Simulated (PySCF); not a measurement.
# C₅H₇NO₂Si: electronic excitations

Wanted: the electronic excitations of C₅H₇NO₂Si (`N#C[C@@H]1CO[SiH2]CC1=O`), by calculation.

Computed with PySCF 2.14.0, with density-fitted response routines of our own, on a single molecule in the gas phase. Atoms count from 0, in the outputs and in this text.

### 1 The starting structure

16 atoms, charge 0, multiplicity 1; geometry from: GFN2-xTB.

Bonds of the start (Å): N0–C1 1.14, C1–C2 1.44, C2–C3 1.55, C3–O4 1.39, O4–Si5 1.62, Si5–C6 1.93, C6–C7 1.48, C7–O8 1.21, C7–C2 1.54, C2–H9 1.10, C3–H10 1.10, C3–H11 1.10, Si5–H12 1.45, Si5–H13 1.46, C6–H14 1.09, C6–H15 1.09.

### 2 Excited states and response: B3LYP/def2-SVPD

The job: settings as JSON, then the geometry in Å.

```
{"job": {"kind": "uv", "xc": "B3LYP", "basis": "def2-SVPD", "nstates": 8, "ntriplets": 3}, "charge": 0, "multiplicity": 1}
N     -1.966876     0.011230     2.233543
C     -1.661334    -0.087053     1.136100
C     -1.272401    -0.197809    -0.243707
C     -0.403880    -1.459897    -0.464416
O      0.814760    -1.390935     0.205452
Si     1.807634    -0.105602     0.242863
C      0.617004     1.411107     0.226759
C     -0.446678     1.012341    -0.715965
O     -0.610644     1.464124    -1.821474
H     -2.170187    -0.283920    -0.865907
H     -0.235265    -1.575712    -1.541930
H     -0.933782    -2.342747    -0.090156
H      2.492213    -0.284540     1.507215
H      2.650617    -0.033139    -0.949623
H      1.095828     2.330493    -0.099924
H      0.215392     1.541004     1.229758
```

With the program's defaults for keys left out, this is: TDDFT B3LYP/def2-SVPD, vertical, gas phase, core orbitals frozen in the response.

The run is started by

```
OMP_NUM_THREADS=1 python probes_run.py task.json out
```

This one command runs all jobs of the session in turn.

Predict these results of the whole session: lowest singlet (B3LYP/def2-SVPD); brightest single state of those computed; lowest triplet; surface potential, 1st and 99th percentile.

The runs gave:

| quantity | value |
| --- | --- |
| lowest singlet (B3LYP/def2-SVPD) | 4.33 eV (286 nm), f = 0.002 |
| brightest single state of those computed | state 3, 6.39 eV, f = 0.047 |
| lowest triplet | 3.82 eV |
| surface potential, 1st and 99th percentile | -1.54 V and 1.80 V |

The first singlet state (HOMO→LUMO 0.96) lies at 4.33 eV and is weak; of the 8 states computed, the strongest absorption comes from state 3 at 6.39 eV. The lowest triplet lies 0.51 eV below the lowest singlet (triplets in Tamm-Dancoff, singlets in full TDDFT). By nearest atom (B3LYP/def2-SVPD), the HOMO sits on O8 60 %; C2, C6 about 9 % each and the LUMO on C7 36 %; O8 24 %.
